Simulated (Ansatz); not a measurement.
# Sb3Se: the cost of one run

Program: Ansatz 0.2.0. Level of theory: DFT PBE, scalar-relativistic, plane waves, PAW. These are calculated values, not measurements.

### 1 Starting point

Symmetry: P6_3/mmc, No. 194, hexagonal system. Conventional cell: a = 7.685 Å, b = 7.685 Å, c = 6.180 Å, α = 90.00°, β = 90.00°, γ = 120.00°. Sb (site symmetry mm2) has 4 Se at 3.80 to 3.84 Å and 8 Sb at 3.81 to 3.85 Å as nearest neighbours. Se (site symmetry -6m2) has 12 Sb at 3.80 to 3.84 Å as nearest neighbours.

Coordinates:

```xyz
8
Lattice="7.6854 0.0000 0.0000 -3.8427 6.6557 0.0000 0.0000 0.0000 6.1799" Properties=species:S:1:pos:R:3 pbc="T T T"
Sb    1.9270    1.1125    4.6349
Sb    5.7584    1.1125    4.6349
Sb    3.8427    4.4306    4.6349
Sb    1.9157    5.5432    1.5450
Sb   -1.9157    5.5432    1.5450
Sb    0.0000    2.2251    1.5450
Se    3.8427    2.2186    1.5450
Se    0.0000    4.4371    4.6349
```

The cell is invented: species swapped into a database cell of DyY3 (P6_3/mmc, No. 194), with Sb on the Y sites and Se on the Dy sites. The dimensions are guesses.

### 2 A first look at the guess

File input.yaml:

```yaml
crystal:
  lattice:
    - [7.68535018, 0.0, 0.0]
    - [-3.84267509, 6.65570849, 0.0]
    - [0.0, 0.0, 6.17985185]
  atoms:
    - { symbol: Sb, position: [0.33431002, 0.16715501, 0.75] }
    - { symbol: Sb, position: [0.83284499, 0.16715501, 0.75] }
    - { symbol: Sb, position: [0.83284499, 0.66568998, 0.75] }
    - { symbol: Sb, position: [0.66568998, 0.83284499, 0.25] }
    - { symbol: Sb, position: [0.16715501, 0.83284499, 0.25] }
    - { symbol: Sb, position: [0.16715501, 0.33431002, 0.25] }
    - { symbol: Se, position: [0.66666667, 0.33333333, 0.25] }
    - { symbol: Se, position: [0.33333333, 0.66666667, 0.75] }
basis:
  ecutwfc: 420
kpoints:
  mp_grid: { grid: [3, 3, 4] }
hamiltonian:
  xc: pbe
scf:
  occupations: { method: gaussian, width: 0.1 }
  lower_state_search: "off"
output:
  forces: true
  stress: true
  eigenvalues: true
```

Started as:

```console
$ ansatz run input.yaml --threads 1 --pin off --max-ram 2560MiB --backend cpu --events-out ev --progress --plain --runs-dir out
```

**Question.** How long does this run take on 1 thread of Arm Neoverse V1, shared host, and how much memory does it need?

About 17 s, with a peak of 0.59 GiB.
